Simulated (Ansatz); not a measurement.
# AlRu: the cost of one run

Computed with Ansatz 0.2.0 (DFT r2SCAN, scalar-relativistic, plane waves, PAW, unless a step's input says otherwise).

### Step 1. Starting point

The structure is cubic, space group Pm-3m (No. 221). Conventional cell: a = 2.992 Å, b = 2.992 Å, c = 2.992 Å, α = 90.00°, β = 90.00°, γ = 90.00°. Around Al (site symmetry m-3m) lie 8 Ru at 2.59 Å. Ru (site symmetry m-3m) is surrounded by 8 Al at 2.59 Å.

Coordinates:

```cif
data_structure
_symmetry_space_group_name_H-M 'Pm-3m'
_symmetry_Int_Tables_number 221
_cell_length_a 2.9916
_cell_length_b 2.9916
_cell_length_c 2.9916
_cell_angle_alpha 90.000
_cell_angle_beta 90.000
_cell_angle_gamma 90.000
_cell_volume 26.77
loop_
_atom_site_label
_atom_site_type_symbol
_atom_site_symmetry_multiplicity
_atom_site_Wyckoff_symbol
_atom_site_fract_x
_atom_site_fract_y
_atom_site_fract_z
_atom_site_occupancy
Al1 Al 1 a 0.00000 0.00000 0.00000 1
Ru1 Ru 1 b 0.50000 0.50000 0.50000 1
```

No relaxation comes first: the listed cell is the starting point.

### Step 2. The undisturbed cell

input.yaml reads:

```yaml
crystal:
  lattice:
    - [2.9916, 0.0, 0.0]
    - [0.0, 2.9916, 0.0]
    - [0.0, 0.0, 2.9916]
  atoms:
    - { symbol: Al, position: [0.0, 0.0, 0.0] }
    - { symbol: Ru, position: [0.5, 0.5, 0.5] }
basis:
  ecutwfc: 350.0
kpoints:
  mp_grid: { grid: [10, 10, 10] }
hamiltonian:
  xc: r2scan
scf:
  occupations: { method: gaussian, width: 0.15 }
output:
  forces: true
  stress: true
  eigenvalues: true
```

On the command line:

```console
ansatz run input.yaml --threads 1 --pin off --max-ram 2560MiB --backend cpu --events-out ev --progress --plain --runs-dir out
```

Q: Estimate wall time and peak memory on 1 thread of Arm Neoverse V2, shared host.

About 1.8 s, with a peak of 0.3 GiB.
